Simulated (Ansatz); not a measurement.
**WO₃: one species, many methods**

One table from this session's results is given with a row withheld; the runs are named, their logs left out.

Method: functionals in def2-TZVPP, the program's frozen cores in correlated methods; program: Ansatz 0.2.0, Gaussian basis.

Levels to be run: LDA (SPW92), PBE-D4, revPBE-D4, BLYP-D4, r2SCAN-D4, B97M-V, PBE0-D4, B3LYP-D4, r2SCANh-D4, r2SCAN0-D4, HSE06-D4, BHLYP-D4, CAM-B3LYP-D4, LC-ωPBE, ωB97X-V, ωB97M-V, B2PLYP, PBE-QIDH; CCSD(T)/def2-SVP; CCSD(T)/def2-TZVPP; MP2/def2-QZVPP; extrapolation to the limit; RPA on PBE.

### Structure used throughout

All runs share one geometry, relaxed beforehand with PBE0-D4 in a triple-zeta def2 set. W takes the def2 core potential; no spin-orbit term is included.

SMILES `[O]=[W](=[O])=[O]`, 4 atoms, charge 0, spin multiplicity 1.

Atoms are counted from 1 here; the program's logs count them from 0.

Bond lengths: O1–W2 1.716 Å, W2–O3 1.716 Å, W2–O4 1.716 Å. Angles: O1–W2–O3 107.5°, O1–W2–O4 107.5°, O3–W2–O4 107.5°.

Set-up of the first run:

File in.yaml:

```yaml
crystal:
  periodic: [false, false, false]
  atoms:
    - {symbol: O, position_ang: [-0.237486, 0.265212, 1.555036]}
    - {symbol: W, position_ang: [-0.366444, -0.283694, -0.065222]}
    - {symbol: O, position_ang: [1.071708, -1.143330, -0.433907]}
    - {symbol: O, position_ang: [-0.412179, 1.101511, -1.076308]}
basis:
  gaussian: {orbitals: def2-TZVPP}
hamiltonian: {xc: lda}
output: {orbitals: {seedname: orbitals}}
```

Among the steps run: LDA; PBE-D4 (GGA); revPBE-D4 (GGA); BLYP-D4 (GGA); r2SCAN-D4 (meta-GGA); B97M-V (meta-GGA); PBE0-D4 (hybrid); B3LYP-D4 (hybrid); r2SCANh-D4 (hybrid); r2SCAN0-D4 (hybrid); HSE06-D4 (hybrid); BHLYP-D4 (hybrid); CAM-B3LYP-D4 (range-separated); LC-ωPBE-D4 (range-separated; the results give it without D4); ωB97X-V (range-separated); ωB97M-V (range-separated); B2PLYP (double hybrid); PBE-QIDH (double hybrid).

One table of the session follows, with a row left open; its other results are not shown here.

It belongs to the step «Frontier levels by functional». 

```
  functional  HOMO (eV)  LUMO (eV)  gap (eV)
 LDA (SPW92)      -7.60      -5.82      1.78
      PBE-D4      -7.32      -5.52      1.80
   revPBE-D4      -7.22      -5.38      1.84
     BLYP-D4      -7.23      -5.58      1.65
   r2SCAN-D4      -7.65      -5.34      2.32
      B97M-V      -7.71      -5.54      2.17
     PBE0-D4      -8.91      -4.85      4.06
    B3LYP-D4      -8.67      -5.23      3.44
  r2SCANh-D4          ?          ?         ?
  r2SCAN0-D4      -9.17      -4.74      4.42
    HSE06-D4      -8.51      -5.23      3.28
    BHLYP-D4     -10.48      -4.35      6.14
CAM-B3LYP-D4     -10.35      -4.09      6.26
     LC-ωPBE     -11.60      -2.72      8.87
     ωB97X-V     -11.28      -2.90      8.38
     ωB97M-V     -11.23      -3.14      8.09
```

Estimate the missing values for r2SCANh-D4.

Worked estimate for «HOMO (eV)». Against the share of exact exchange, r2SCAN-D4 (0, -7.65), r2SCAN0-D4 (0.25, -9.17) give a slope of -6.08 per unit share; at 0.1 the line stands at -8.26.

**Answer.** HOMO (eV): -8.25; LUMO (eV): -5.10; gap (eV): 3.16. In «HOMO (eV)» the line misses by -0.01.
